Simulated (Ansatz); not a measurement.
Crystal: Mg3ZnC.

```
CELL_PARAMETERS angstrom
4.40693 0.00000 0.00000
0.00000 4.40693 0.00000
0.00000 0.00000 4.40693
ATOMIC_POSITIONS crystal
Zn 0.00000 0.00000 0.00000
Mg 0.50000 0.00000 0.50000
Mg 0.50000 0.50000 0.00000
Mg 0.00000 0.50000 0.50000
C 0.50000 0.50000 0.50000
```

The cell comes from a database or a generator and needn't be the stable form of this composition.

Base run:

| Quantity | Value |
| --- | --- |
| Program | Ansatz 0.2.0 |
| Functional | LDA |
| Potentials or basis | Ansatz PAW |
| Cutoff | 420 eV (not typed: the program's choice for these potentials) |
| k mesh | 6 × 6 × 6 |
| Occupations | fermi-dirac, width 0.05 eV |
| Spin | no spin polarisation |

Its results: band gap on the k mesh none (metal or under the smearing width); pressure -4.3 GPa.

**Question.** After a change of settings the same cell gave: band gap on the k mesh none (metal or under the smearing width); pressure 1.4 GPa. Which change was it?
A. functional from LDA to PBEsol
B. functional from LDA to r2SCAN; cutoff from 420 eV (not typed: the program's choice for these potentials) to 500 eV (not typed: the program's choice for these potentials)
C. functional from LDA to PBE
D. functional from LDA to revPBE

**Answer.** D.

revPBE binds less tightly than LDA, so the same cell stands under more pressure.

Caveats: the PAW data sets come from PBE, with cores solved anew for the run's functional, which leaves a small shift of forces and pressure; the density of states is complete only up to the lowest level of the last band computed.
